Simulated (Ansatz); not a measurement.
# NbTe under changes of volume

One of the cells (21.934 Å³/atom); the others are scaled copies at fixed shape and fractional positions:

```
CELL_PARAMETERS angstrom
3.70297 0.00000 0.00000
-1.85149 3.20687 0.00000
0.00000 0.00000 3.69421
ATOMIC_POSITIONS crystal
Te 0.66667 0.33333 0.00000
Nb 0.00000 0.00000 0.50000
```

The cell comes from a database or a generator and needn't be the stable form of this composition.

```yaml
Program: Ansatz 0.2.0
Functional: PBEsol
Potentials_or_basis: all-electron LAPW, scalar-relativistic
Cutoff: 233 eV (chosen from the basis error)
Basis_error_allowed: 0.001 eV/atom
k_mesh: 8 × 8 × 7
Occupations: fermi-dirac, width 0.05 eV
Spin: no spin polarisation
```

| volume (Å³/atom) | energy over the lowest point (meV/atom) | pressure (GPa) |
| --- | --- | --- |
| 20.618 | ? | ? |
| 21.057 | 0.00 | -0.2 |
| 21.496 | 4.46 | -2.9 |
| 21.934 | 15.75 | -5.2 |
| 22.373 | 33.13 | -7.3 |
| 22.812 | 55.91 | -9.2 |
| 23.250 | 83.49 | -10.8 |

What does the run at 20.618 Å³/atom give?

Energy over the lowest point 3.24 meV/atom; pressure 2.7 GPa.

Worked out: A Birch-Murnaghan fit of order 3 (a polynomial in V^(-2/3)) to the other rows has its minimum at 21.01 Å³/atom, just outside them, with B0 = V·E''(V) = 135 GPa and B' = 4.5 at fixed shape and positions, which overstates the stiffness. It gives 3.19 meV/atom at 20.618 Å³/atom, against the run's 3.24, and -dE/dV = 2.7 GPa, against 2.7.

Energies are extrapolated to zero smearing.
